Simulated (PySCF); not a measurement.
# The bond of SiBi, level by level

An exercise on one series of results from a longer session: the logs are not shown, and one member is left open.

Computed with PySCF 2.14.0. Level: Si def2-SVPD, Bi def2-SVPD with ECP60, scalar-relativistic core potentials.

The first run:

The job is set up so:

```json
{"atoms": "Si, Bi", "charge": "0", "basis": "Si def2-SVPD, Bi def2-SVPD with ECP60", "Hamiltonian": "scalar-relativistic core potentials", "basis functions": "56", "electrons treated": "37", "masses in u": "27.9769, 208.9804", "levels": "PBE0, PBE, r²SCAN, r²SCAN0, MN15, B97-3, CAM-B3LYP, HF, MP2, SCS-MP2, CCSD, CCSD(T)", "grid": "80 radial by 434 angular points", "occupations": "held fixed by the projection of orbital angular momentum", "dissociation limit": "Si + Bi, each in its ground configuration", "starting distance in angstrom": "2.575", "values of 2S to try": "1, 3, 5"}
```

Started as:

```sh
$ OMP_NUM_THREADS=1 python dia.py task.json out
```

Steps of the session up to this table: The job; The PBE0 curve of the state that the search chose; Other states along the same grid; PBE (GGA); r²SCAN; r²SCAN0; MN15; B97-3 (global hybrid GGA); CAM-B3LYP (range-separated hybrid); UHF; Adding correlation.

One table of the session follows, with a row left open; its other results are not shown here.

Energy (eV) from each level's lowest point:

```
R (Å)    UHF  UHF-MP2  UHF-SCS-MP2  UHF-CCSD  UHF-CCSD(T)
2.120  1.157    1.393        1.390       n/a          n/a
2.219  0.447    0.810        0.800     0.649        0.719
2.317  0.121    0.240        0.245     0.228        0.270
2.391  0.009    0.064        0.067     0.064        0.090
2.465  0.000    0.000        0.000     0.000        0.008
2.539  0.068    0.018        0.014     0.011        0.000
2.638      ?        ?            ?         ?            ?
2.761  0.559    0.389        0.364     0.321        0.250
2.909  1.007    0.785        0.744     0.632        0.519
3.106  1.604    1.526        1.463       n/a          n/a
```

Estimate the missing values for R (Å) = 2.638.

Worked estimate for «UHF». A straight line through the neighbours (2.539, 0.068) and (2.761, 0.559) gives 0.068 + (0.559 − 0.068) × (2.638 − 2.539) / (2.761 − 2.539) = 0.287; a parabola fitted to 4 rows on both sides gives 0.258.

**Answer.** UHF: 0.246; UHF-MP2: 0.138; UHF-SCS-MP2: 0.126; UHF-CCSD: 0.110; UHF-CCSD(T): 0.073. In «UHF» the line misses by +0.041 and the parabola by +0.012.
